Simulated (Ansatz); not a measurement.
# C₂H₄OSi: small, medium and large basis sets

Aim: see how fast density functionals converge with the basis set for C₂H₄OSi.

Method: one geometry, several basis sets; program: Ansatz 0.2.0, Gaussian basis.

Levels to be run: PBE0-D4/def2-SVP; ωB97M-V/def2-SVP; PBE0-D4/def2-QZVPP; ωB97M-V/def2-QZVPP; the functionals' def2-TZVPP values are taken from earlier runs.

1 further run of the same task is left out (it didn't finish).

## 1. The relaxed structure

An earlier PBE0-D4 in a triple-zeta def2 set relaxation fixed the geometry.

8 atoms, charge 0, spin multiplicity 1.

Atoms are counted from 1 here; the program's logs count them from 0.

Bond lengths: O1–C2 1.296 Å, O1–H5 0.965 Å, C2–C3 1.208 Å, C3–Si4 1.808 Å, Si4–H6 1.485 Å, Si4–H7 1.485 Å, Si4–H8 1.485 Å. Angles: C2–O1–H5 110.6°, O1–C2–C3 176.6°, C2–C3–Si4 179.5°, C3–Si4–H6 110.5°, C3–Si4–H7 109.4°, C3–Si4–H8 110.4°, H6–Si4–H7 108.9°, H6–Si4–H8 108.8°, H7–Si4–H8 108.9°.

## 2. PBE0-D4 in def2-SVP

in.yaml reads:

```yaml
crystal:
  periodic: [false, false, false]
  atoms:
    - {symbol: O, position_ang: [2.579205, 0.927888, 0.488065]}
    - {symbol: C, position_ang: [1.380857, 0.489619, 0.263102]}
    - {symbol: C, position_ang: [0.263019, 0.053687, 0.119846]}
    - {symbol: Si, position_ang: [-1.409611, -0.594794, -0.108363]}
    - {symbol: H, position_ang: [2.920823, 1.394385, -0.284736]}
    - {symbol: H, position_ang: [-2.349513, 0.046346, 0.846216]}
    - {symbol: H, position_ang: [-1.863429, -0.311234, -1.494006]}
    - {symbol: H, position_ang: [-1.429252, -2.062997, 0.114176]}
basis:
  gaussian: {orbitals: def2-SVP}
hamiltonian: {xc: pbe0, dispersion: d4}
output: {orbitals: {seedname: orbitals}}
```

The runs that follow: ωB97M-V in def2-SVP; PBE0-D4 in def2-QZVPP; ωB97M-V in def2-QZVPP.

**Question.** What will the summary of the whole plan be? Wanted: PBE0-D4: double and triple zeta above quadruple; ωB97M-V: double and triple zeta above quadruple.

The runs gave:

| quantity | value |
| --- | --- |
| PBE0-D4: double and triple zeta above quadruple | 8.11, 0.50 eV |
| ωB97M-V: double and triple zeta above quadruple | 8.26, 0.45 eV |

In words: For PBE0-D4 the step from double to triple zeta gains 7.61 eV and the next only 0.50 eV. These are total energies; as a rule much of such shifts cancels in differences, which this series doesn't test. The LUMO of ωB97M-V is positive and keeps falling with the basis (2.40 to 0.97 eV): an unbound level that the basis holds in place.
